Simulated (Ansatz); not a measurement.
# CH₄Sn + NH₃: a complex and its separated parts, part 2 of 2

Ansatz 0.2.0, Gaussian basis.

## Step 13: CAM-B3LYP-D4/def2-TZVPP

The inputs:

parta/in.yaml

```yaml
crystal:
  periodic: [false, false, false]
  atoms:
    - {symbol: Sn, position_ang: [-0.999172, 0.244510, 0.567158]}
    - {symbol: C, position_ang: [-1.095179, -1.588577, -0.085227]}
    - {symbol: H, position_ang: [-1.526736, 1.580178, -0.331791]}
    - {symbol: H, position_ang: [-0.379147, 0.661380, 2.087750]}
    - {symbol: H, position_ang: [-0.748308, -2.416924, 0.518123]}
    - {symbol: H, position_ang: [-1.498308, -1.815664, -1.063213]}
basis:
  gaussian: {orbitals: def2-TZVPP}
hamiltonian: {xc: {name: CAM-B3LYP}, dispersion: d4}
```

partb/in.yaml

```yaml
crystal:
  periodic: [false, false, false]
  atoms:
    - {symbol: N, position_ang: [1.307123, 0.833597, -0.302616]}
    - {symbol: H, position_ang: [1.516516, -0.055508, -0.739547]}
    - {symbol: H, position_ang: [2.041524, 1.014170, 0.370757]}
    - {symbol: H, position_ang: [1.381787, 1.542938, -1.021395]}
basis:
  gaussian: {orbitals: def2-TZVPP}
hamiltonian: {xc: {name: CAM-B3LYP}, dispersion: d4}
```

Each run has its own folder and the same command.

Run with:

```console
> ansatz run in.yaml --threads 4 --pin off --events-out ev --progress --plain --max-ram 9574MiB
```

Log of parta, shortened:

```text
Functional definition: CAM-B3LYP
  name "CAM-B3LYP"
  cite "Yanai, Tew & Handy, Chem. Phys. Lett. 393, 51 (2004) doi:10.1016/j.cplett.2004.06.011"
  cite "Iikura, Tsuneda, Yanai & Hirao, J. Chem. Phys. 115, 3540 (2001) doi:10.1063/1.1383587"
  cite "Becke, Phys. Rev. A 38, 3098 (1988) doi:10.1103/PhysRevA.38.3098"
  cite "Lee, Yang & Parr, Phys. Rev. B 37, 785 (1988) doi:10.1103/PhysRevB.37.785"
[...]
  # Exact exchange under (alpha + beta erf(omega r))/r, Becke's under what is left of 1/r.
[...]
848 factors; their error is unknown
210 factors; integrals over basis functions are off by at most 3.2e-5 eV
[...]
mean field -6930.53553316 eV, -254.6924831579 hartree, gradient 2.8e-5 eV, S^2 0.000000; 0 other end points of the search recorded, 0 dependent functions left out
reference -6930.53565130 eV, -254.6924874995 hartree; 16, 16 occupied and 121, 121 virtual orbitals, 848 factors
Total energy: -6930.61155160 eV, -254.6952767842 hartree
```

partb printed, shortened:

```text
[... 6 set-up lines as earlier in the session ...]
[...]
  # Exact exchange under (alpha + beta erf(omega r))/r, Becke's under what is left of 1/r.
[...]
332 factors; their error is unknown
102 factors; integrals over basis functions are off by at most 1.4e-5 eV
[...]
mean field -1539.00932753 eV, -56.5575496087 hartree, gradient 6.3e-5 eV, S^2 0.000000; 0 other end points of the search recorded, 0 dependent functions left out
reference -1539.00939562 eV, -56.5575521110 hartree; 5, 5 occupied and 68, 68 virtual orbitals, 332 factors
Total energy: -1539.01812046 eV, -56.5578727428 hartree
```

Times: 4.6 s (parta), 1.2 s (partb) on 4 threads of Intel Xeon at 2.50GHz, shared host; peak memory 0.43 GiB.

## Step 14: wB97X-V/def2-TZVPP

Each input of step 13 (parta, partb) changes in the same lines:

```diff
-hamiltonian: {xc: {name: CAM-B3LYP}, dispersion: d4}
+hamiltonian: {xc: {name: wB97X-V}}
```

One command serves all of them, each in its own folder.

Run with:

```console
> ansatz run in.yaml --threads 4 --pin off --events-out ev --progress --plain --max-ram 9574MiB
```

Output in parta, shortened:

```text
Functional definition: wB97X-V
  name "wB97X-V"
  cite "Mardirossian & Head-Gordon, Phys. Chem. Chem. Phys. 16, 9904 (2014) doi:10.1039/C3CP54374A"
[... 2 set-up lines as earlier in the session ...]
[...]
      + integral(e_c_pw_opposite_spin*poly(b97_u_opposite, cos0, cos1)) + vv10(b, c)
848 factors; their error is unknown
210 factors; integrals over basis functions are off by at most 1.1e-5 eV
[...]
mean field -6930.77196424 eV, -254.7011718397 hartree, gradient 1.3e-5 eV, S^2 0.000000; 0 other end points of the search recorded, 0 dependent functions left out
reference -6930.77196208 eV, -254.7011717605 hartree; 16, 16 occupied and 121, 121 virtual orbitals, 848 factors
Total energy: -6930.77196208 eV, -254.7011717605 hartree
```

Output in partb, shortened:

```text
[... 5 set-up lines as earlier in the session ...]
[...]
      + integral(e_c_pw_opposite_spin*poly(b97_u_opposite, cos0, cos1)) + vv10(b, c)
332 factors; their error is unknown
93 factors; integrals over basis functions are off by at most 7.9e-6 eV
[...]
mean field -1539.14323649 eV, -56.5624706724 hartree, gradient 1.3e-5 eV, S^2 0.000000; 0 other end points of the search recorded, 0 dependent functions left out
reference -1539.14323539 eV, -56.5624706320 hartree; 5, 5 occupied and 68, 68 virtual orbitals, 332 factors
Total energy: -1539.14323539 eV, -56.5624706320 hartree
```

They took 7 s (parta), 1.6 s (partb) on 4 threads of Intel Xeon at 2.50GHz, shared host; peak memory 0.43 GiB.

## Step 15: wB97M-V/def2-TZVPP

The same edit goes into each in.yaml of step 14 (parta, partb):

```diff
-hamiltonian: {xc: {name: wB97X-V}}
+hamiltonian: {xc: {name: wB97M-V}}
```

Each run has its own folder and the same command.

Run with:

```console
> ansatz run in.yaml --threads 4 --pin off --events-out ev --progress --plain --max-ram 9574MiB
```

parta printed, shortened:

```text
Functional definition: wB97M-V
  name "wB97M-V"
  cite "Mardirossian & Head-Gordon, J. Chem. Phys. 144, 214110 (2016) doi:10.1063/1.4952647"
[... 2 set-up lines as earlier in the session ...]
  # Of w^i u^j: cxij and so on, Table III.
[...]
  gx(w, u) = 1 - cx + cx01*u + cx10*w
[...]
      + integral(e_c_pw_mod_opposite_spin*gos(b97_w_opposite, b97_u_opposite)) + vv10(b, c)
848 factors; their error is unknown
210 factors; integrals over basis functions are off by at most 1.1e-5 eV
[...]
mean field -6929.48705019 eV, -254.6539521193 hartree, gradient 6.2e-5 eV, S^2 0.000000; 0 other end points of the search recorded, 0 dependent functions left out
reference -6929.48710301 eV, -254.6539540605 hartree; 16, 16 occupied and 121, 121 virtual orbitals, 848 factors
Total energy: -6929.48710301 eV, -254.6539540605 hartree
```

Log of partb, shortened:

```text
[... 5 set-up lines as earlier in the session ...]
  # Of w^i u^j: cxij and so on, Table III.
[...]
  gx(w, u) = 1 - cx + cx01*u + cx10*w
[...]
      + integral(e_c_pw_mod_opposite_spin*gos(b97_w_opposite, b97_u_opposite)) + vv10(b, c)
332 factors; their error is unknown
93 factors; integrals over basis functions are off by at most 7.9e-6 eV
[...]
mean field -1538.84210234 eV, -56.5514041964 hartree, gradient 5.5e-5 eV, S^2 0.000000; 0 other end points of the search recorded, 0 dependent functions left out
reference -1538.84212921 eV, -56.5514051840 hartree; 5, 5 occupied and 68, 68 virtual orbitals, 332 factors
Total energy: -1538.84212921 eV, -56.5514051840 hartree
```

They took 8 s (parta), 2 s (partb) on 4 threads of Intel Xeon at 2.50GHz, shared host; peak memory 0.43 GiB.

## Step 16: B2PLYP/def2-TZVPP

The same edit goes into each in.yaml of step 15 (parta, partb):

```diff
-hamiltonian: {xc: {name: wB97M-V}}
+hamiltonian: {xc: {name: B2PLYP}}
```

Each run has its own folder and the same command.

Run with:

```console
> ansatz run in.yaml --threads 4 --pin off --events-out ev --progress --plain --max-ram 9574MiB
```

parta printed, shortened:

```text
Functional definition: B2PLYP
  name "B2PLYP"
  cite "Grimme, J. Chem. Phys. 124, 034108 (2006) doi:10.1063/1.2148954"
[... 2 set-up lines as earlier in the session ...]
[...]
958 factors; integrals over basis functions are off by at most 9.8e-4 eV
[...]
mean field -6920.37935883 eV, -254.3192506353 hartree, gradient 8.1e-6 eV, S^2 0.000000; 1 other end points of the search recorded, 0 dependent functions left out; unrestricted orbitals would lower it
5 core orbitals not correlated: weight in the atoms' cores, before any rotation towards them, 1.000 or more for the frozen orbitals, at most 0.000 for the correlated occupied ones
reference -6920.37951042 eV, -254.3192562063 hartree; 11, 11 occupied and 121, 121 virtual orbitals, 958 factors
second order -17.01010947 eV of doubles, -0.00000000 eV of singles
Total energy: -6924.97223998 eV, -254.4880359045 hartree
```

partb printed, shortened:

```text
[... 5 set-up lines as earlier in the session ...]
[...]
416 factors; integrals over basis functions are off by at most 1.1e-3 eV
[...]
mean field -1536.38010795 eV, -56.4609275715 hartree, gradient 8.3e-6 eV, S^2 0.000000; 0 other end points of the search recorded, 0 dependent functions left out
1 core orbitals not correlated: weight in the atoms' cores, before any rotation towards them, 1.000 or more for the frozen orbitals, at most 0.000 for the correlated occupied ones
reference -1536.38019818 eV, -56.4609308874 hartree; 4, 4 occupied and 68, 68 virtual orbitals, 416 factors
second order -7.62105162 eV of doubles, -0.00000000 eV of singles
Total energy: -1538.43788212 eV, -56.5365493773 hartree
```

Times: 8.6 s (parta), 1.5 s (partb) on 4 threads of Intel Xeon at 2.50GHz, shared host; peak memory 0.43 GiB.

## Step 17: PBE-QIDH/def2-TZVPP

Each input of step 16 (parta, partb) changes in the same lines:

```diff
-hamiltonian: {xc: {name: B2PLYP}}
+hamiltonian: {xc: {name: PBE-QIDH}}
```

The same command starts each run, in its folder.

Run with:

```console
> ansatz run in.yaml --threads 4 --pin off --events-out ev --progress --plain --max-ram 9574MiB
```

Log of parta, shortened:

```text
Functional definition: PBE-QIDH
  name "PBE-QIDH"
  cite "Brémond, Sancho-García, Pérez-Jiménez & Adamo, J. Chem. Phys. 141, 031101 (2014) doi:10.1063/1.4890314"
[... 1 set-up line as earlier in the session ...]
[...]
958 factors; integrals over basis functions are off by at most 9.8e-4 eV
[...]
mean field -6919.64451330 eV, -254.2922455602 hartree, gradient 8.2e-6 eV, S^2 0.000000; 0 other end points of the search recorded, 0 dependent functions left out; unrestricted orbitals would lower it
5 core orbitals not correlated: weight in the atoms' cores, before any rotation towards them, 1.000 or more for the frozen orbitals, at most 0.000 for the correlated occupied ones
reference -6919.64452624 eV, -254.2922460358 hartree; 11, 11 occupied and 121, 121 virtual orbitals, 958 factors
second order -15.75374834 eV of doubles, -0.00000000 eV of singles
Total energy: -6924.89577569 eV, -254.4852258935 hartree
```

partb printed, shortened:

```text
[... 4 set-up lines as earlier in the session ...]
[...]
416 factors; integrals over basis functions are off by at most 1.1e-3 eV
[...]
mean field -1535.33268265 eV, -56.4224354014 hartree, gradient 2.1e-6 eV, S^2 0.000000; 0 other end points of the search recorded, 0 dependent functions left out
1 core orbitals not correlated: weight in the atoms' cores, before any rotation towards them, 1.000 or more for the frozen orbitals, at most 0.000 for the correlated occupied ones
reference -1535.33268941 eV, -56.4224356500 hartree; 4, 4 occupied and 68, 68 virtual orbitals, 416 factors
second order -7.10231175 eV of doubles, -0.00000000 eV of singles
Total energy: -1537.70012666 eV, -56.5094373643 hartree
```

Wall times: 6 s (parta), 1.9 s (partb) on 4 threads of Intel Xeon at 2.50GHz, shared host; peak memory 0.43 GiB.

## Step 18: RPA on PBE/def2-TZVPP

The same edit goes into each in.yaml of step 17 (parta, partb):

```diff
-hamiltonian: {xc: {name: PBE-QIDH}}
+hamiltonian: {xc: pbe}
+correlation: {method: rpa}
```

The same command starts each run, in its folder.

Run with:

```console
> ansatz run in.yaml --threads 4 --pin off --events-out ev --progress --plain --max-ram 9574MiB
```

Log of parta, shortened:

```text
[... 4 set-up lines as earlier in the session ...]
[...]
958 factors; integrals over basis functions are off by at most 9.8e-4 eV
[...]
mean field -6930.06155986 eV, -254.6750649605 hartree, gradient 4.7e-6 eV, S^2 0.000000; 0 other end points of the search recorded, 0 dependent functions left out
5 core orbitals not correlated: weight in the atoms' cores, before any rotation towards them, 1.000 or more for the frozen orbitals, at most 0.000 for the correlated occupied ones
reference -6896.21603333 eV, -253.4312648017 hartree; 11, 11 occupied and 121, 121 virtual orbitals, 958 factors
Total energy: -6917.76609171 eV, -254.2232148402 hartree
```

Log of partb, shortened:

```text
[... 4 set-up lines as earlier in the session ...]
[...]
416 factors; integrals over basis functions are off by at most 1.1e-3 eV
[...]
mean field -1537.73152333 eV, -56.5105911705 hartree, gradient 7.2e-6 eV, S^2 0.000000; 0 other end points of the search recorded, 0 dependent functions left out
1 core orbitals not correlated: weight in the atoms' cores, before any rotation towards them, 1.000 or more for the frozen orbitals, at most 0.000 for the correlated occupied ones
reference -1529.64064194 eV, -56.2132567638 hartree; 4, 4 occupied and 68, 68 virtual orbitals, 416 factors
Total energy: -1540.11751920 eV, -56.5982749015 hartree
```

They took 6.5 s (parta), 1.7 s (partb) on 4 threads of Intel Xeon at 2.50GHz, shared host; peak memory 0.43 GiB.

## Step 19: CCSD(T)/def2-TZVPP

Each input of step 18 (parta, partb) changes in the same lines:

```diff
-hamiltonian: {xc: pbe}
-correlation: {method: rpa}
+correlation: {method: ccsd_t}
```

Each run has its own folder and the same command.

Run with:

```console
> ansatz run in.yaml --threads 4 --pin off --events-out ev --progress --plain --max-ram 9574MiB
```

Log of parta, shortened:

```text
Functional definition: HF
  name "HF"
  cite "Fock, Z. Phys. 61, 126 (1930) doi:10.1007/BF01340294"
[... 1 set-up line as earlier in the session ...]
[...]
958 factors; integrals over basis functions are off by at most 9.8e-4 eV
[...]
mean field -6897.05725971 eV, -253.4621793011 hartree, gradient 6.9e-6 eV, S^2 0.000000; 0 other end points of the search recorded, 0 dependent functions left out; unrestricted orbitals would lower it
[...]
reference -6897.05725971 eV, -253.4621793011 hartree; 11, 11 occupied and 121, 121 virtual orbitals, 958 factors
second order -13.95933830 eV of doubles, -0.00000000 eV of singles
cycle   1  -13.79155016 eV  change    1.7e-1 eV  update   1.0e-1
[...]
cycle  11  -14.31080353 eV  change   -4.0e-6 eV  update   3.5e-6
perturbative correction -0.56698053 eV, -0.0208361502 hartree
Total energy: -6911.93504378 eV, -254.0089277809 hartree
```

partb printed, shortened:

```text
[... 4 set-up lines as earlier in the session ...]
[...]
416 factors; integrals over basis functions are off by at most 1.1e-3 eV
[...]
mean field -1529.85247803 eV, -56.2210415962 hartree, gradient 4.0e-6 eV, S^2 0.000000; 0 other end points of the search recorded, 0 dependent functions left out
1 core orbitals not correlated: weight in the atoms' cores, before any rotation towards them, 1.000 or more for the frozen orbitals, at most 0.000 for the correlated occupied ones
reference -1529.85247803 eV, -56.2210415962 hartree; 4, 4 occupied and 68, 68 virtual orbitals, 416 factors
second order -6.38829091 eV of doubles, -0.00000000 eV of singles
cycle   1  -6.57734137 eV  change   -1.9e-1 eV  update   3.9e-2
[...]
cycle   9  -6.72923815 eV  change    3.1e-6 eV  update   2.3e-6
perturbative correction -0.20702071 eV, -0.0076078708 hartree
Total energy: -1536.78873689 eV, -56.4759444078 hartree
```

Times: 23 s (parta), 2.4 s (partb) on 4 threads of Intel Xeon at 2.50GHz, shared host; peak memory 0.85 GiB.

## Step 20: Vibrations of CH₄Sn

The input, vib-parta/in.yaml:

```yaml
crystal:
  periodic: [false, false, false]
  atoms:
    - {symbol: Sn, position_ang: [-0.999172, 0.244510, 0.567158]}
    - {symbol: C, position_ang: [-1.095179, -1.588577, -0.085227]}
    - {symbol: H, position_ang: [-1.526736, 1.580178, -0.331791]}
    - {symbol: H, position_ang: [-0.379147, 0.661380, 2.087750]}
    - {symbol: H, position_ang: [-0.748308, -2.416924, 0.518123]}
    - {symbol: H, position_ang: [-1.498308, -1.815664, -1.063213]}
basis:
  gaussian: {orbitals: def2-TZVP}
hamiltonian: {xc: pbe0, dispersion: d4}
phonons: {temperatures: {t_min: 298.15, t_max: 900, t_step: 200}}
```

Run with:

```console
> ansatz run in.yaml --threads 4 --pin off --events-out ev --progress --plain --max-ram 9574MiB
```

The program printed, shortened:

```text
[... 5 set-up lines as earlier in the session ...]
[...]
817 factors; their error is unknown
[...]
mean field -6930.39309124 eV, -254.6872485138 hartree, gradient 6.8e-5 eV, S^2 0.000000; 0 other end points of the search recorded, 0 dependent functions left out
[...]
Atom 3 at    -0.379147     0.661380     2.087750 Å, force    -0.000291    -0.001562    -0.001002 eV/Å
Atom 4 at    -0.748308    -2.416924     0.518123 Å, force     0.000475    -0.000712    -0.000070 eV/Å
Atom 5 at    -1.498308    -1.815664    -1.063213 Å, force     0.000108     0.001970    -0.000013 eV/Å
Dipole moment:     0.010015     0.191421     0.068667 e Å
Vibrations: 226.42 368.75 647.63 674.63 679.40 751.87 768.28 1359.33 1979.35 1983.92 3174.50 3289.96 cm⁻¹, zero-point energy 0.985925 eV
```

It took 1.7 min on 4 threads of Intel Xeon at 2.50GHz, shared host; peak memory 0.43 GiB.

The modes, with what each moves most:

| mode | wavenumber (cm⁻¹) | character |
| --- | --- | --- |
| 1 | 226 | torsion with out-of-plane bend |
| 2 | 369 | bend |
| 3 | 648 | torsion |
| 4 | 675 | torsion with out-of-plane bend |
| 5 | 679 | bend |
| 6 | 752 | bend |
| 7 | 768 | Sn–C stretch |
| 8 | 1359 | bend |
| 9 | 1979 | Sn–H stretch |
| 10 | 1984 | Sn–H stretch |
| 11 | 3174 | C–H stretch |
| 12 | 3290 | C–H stretch |

Vibrational sums (real modes only):

| T (K) | entropy (J/mol/K) | heat capacity (J/mol/K) |
| --- | --- | --- |
| 298 | 19.0 | 31.8 |
| 498 | 40.0 | 49.9 |
| 698 | 58.8 | 61.3 |
| 898 | 75.3 | 69.6 |

## Step 21: Vibrations of NH₃

The input, vib-partb/in.yaml:

```yaml
crystal:
  periodic: [false, false, false]
  atoms:
    - {symbol: N, position_ang: [1.307123, 0.833597, -0.302616]}
    - {symbol: H, position_ang: [1.516516, -0.055508, -0.739547]}
    - {symbol: H, position_ang: [2.041524, 1.014170, 0.370757]}
    - {symbol: H, position_ang: [1.381787, 1.542938, -1.021395]}
basis:
  gaussian: {orbitals: def2-TZVP}
hamiltonian: {xc: pbe0, dispersion: d4}
phonons: {temperatures: {t_min: 298.15, t_max: 900, t_step: 200}}
```

Run with:

```console
> ansatz run in.yaml --threads 4 --pin off --events-out ev --progress --plain --max-ram 9574MiB
```

The program printed, shortened:

```text
[... 5 set-up lines as earlier in the session ...]
[...]
287 factors; their error is unknown
[...]
mean field -1537.79931129 eV, -56.5130823321 hartree, gradient 1.3e-5 eV, S^2 0.000000; 0 other end points of the search recorded, 0 dependent functions left out
[...]
Atom 1 at     1.516516    -0.055508    -0.739547 Å, force     0.000470    -0.000205    -0.000300 eV/Å
Atom 2 at     2.041524     1.014170     0.370757 Å, force    -0.001298    -0.000138    -0.002101 eV/Å
Atom 3 at     1.381787     1.542938    -1.021395 Å, force     0.000546    -0.001616     0.001791 eV/Å
Dipole moment:     0.318600     0.000245    -0.150891 e Å
Vibrations: 1030.68 1669.55 1669.60 3502.00 3630.95 3631.38 cm⁻¹, zero-point energy 0.938198 eV
```

It took 9.1 s on 4 threads of Intel Xeon at 2.50GHz, shared host; peak memory 0.43 GiB.

Wavenumbers and character of the modes:

| mode | wavenumber (cm⁻¹) | character |
| --- | --- | --- |
| 1 | 1031 | bend |
| 2 | 1670 | bend |
| 3 | 1670 | bend |
| 4 | 3502 | N–H stretch |
| 5 | 3631 | N–H stretch |
| 6 | 3631 | N–H stretch |

Vibrational sums (real modes only):

| T (K) | entropy (J/mol/K) | heat capacity (J/mol/K) |
| --- | --- | --- |
| 298 | 0.4 | 1.8 |
| 498 | 2.6 | 7.4 |
| 698 | 6.0 | 13.4 |
| 898 | 10.1 | 18.8 |

## Step 22: Complex less separated parts

The complex's own energies come from single points at the same levels.

Rows are in def2-TZVPP; times add the 3 runs of a level on a shared host, so small differences are noise.

Differences are taken before rounding.

| method | rung | complex less parts (kcal/mol) | from CCSD(T) (kcal/mol) | time |
| --- | --- | --- | --- | --- |
| SPW92 | LDA | -13.2 | -7.7 | 7 s |
| PBE-D4 | GGA | -9.2 | -3.6 | 9 s |
| BLYP-D4 | GGA | -7.2 | -1.7 | 9.4 s |
| r2SCAN-D4 | meta-GGA | -9.0 | -3.4 | 11 s |
| B97M-V | meta-GGA | -9.3 | -3.7 | 20 s |
| PBE0-D4 | hybrid | -9.3 | -3.8 | 12 s |
| B3LYP-D4 | hybrid | -7.6 | -2.1 | 11 s |
| r2SCAN0-D4 | hybrid | -9.2 | -3.7 | 17 s |
| BHLYP-D4 | hybrid | -8.4 | -2.9 | 12 s |
| CAM-B3LYP-D4 | range-separated hybrid | -8.1 | -2.5 | 15 s |
| wB97X-V | range-separated hybrid | -9.0 | -3.4 | 25 s |
| wB97M-V | range-separated hybrid | -9.0 | -3.5 | 26 s |
| B2PLYP | double hybrid | -5.7 | -0.2 | 26 s |
| PBE-QIDH | double hybrid | -8.2 | -2.7 | 24 s |
| RPA on PBE | RPA | -4.9 | +0.7 | 27 s |
| Hartree-Fock | wavefunction | -4.5 | +1.1 |  |
| MP2 | wavefunction | -6.8 | -1.2 |  |
| CCSD | wavefunction | -5.5 | +0.1 |  |
| CCSD(T) | wavefunction | -5.6 | 0 | 2.5 min |

Among the levels timed on like hardware and quicker than the yardstick, those that no quicker one beats, quickest first: SPW92 (7 s, -7.7 kcal/mol); PBE-D4 (9 s, -3.6 kcal/mol); BLYP-D4 (9.4 s, -1.7 kcal/mol); B2PLYP (26 s, -0.2 kcal/mol).

B2PLYP reaches 0.2 kcal/mol from the reference in 26 s, where CCSD(T) took 2.5 min; the quickest level in the cost chart, SPW92, takes 7 s and misses by 7.7 kcal/mol.

The complex's zero-point energy, from a separate PBE0-D4 run, is 2.013 eV.

## Step 23: What came out

What follows sums up all 2 parts.

| quantity | value |
| --- | --- |
| complex less parts, CCSD(T)/def2-TZVPP | -5.6 kcal/mol |
| with zero-point energy | -3.5 kcal/mol |
| largest T1 diagnostic | 0.016 |

In words: At CCSD(T) the complex lies 5.6 kcal/mol below its parts. B2PLYP is the best functional here (-0.2 kcal/mol from CCSD(T)); SPW92 is the worst (-7.7 kcal/mol). By rung, the mean size of the error is: LDA 7.7, GGA 2.7, meta-GGA 3.6, hybrid 3.1, range-separated hybrid 3.2, double hybrid 1.4 kcal/mol. PBE-D4 gives a relative energy 3.6 kcal/mol too low, outside chemical accuracy (1 kcal/mol). No counterpoise was applied, and triple zeta lacks some correlation, so the CCSD(T) reference has a basis error of its own, and close matches with it are partly luck. The restricted Hartree–Fock reference is unstable towards an unrestricted one at one or more of these structures.
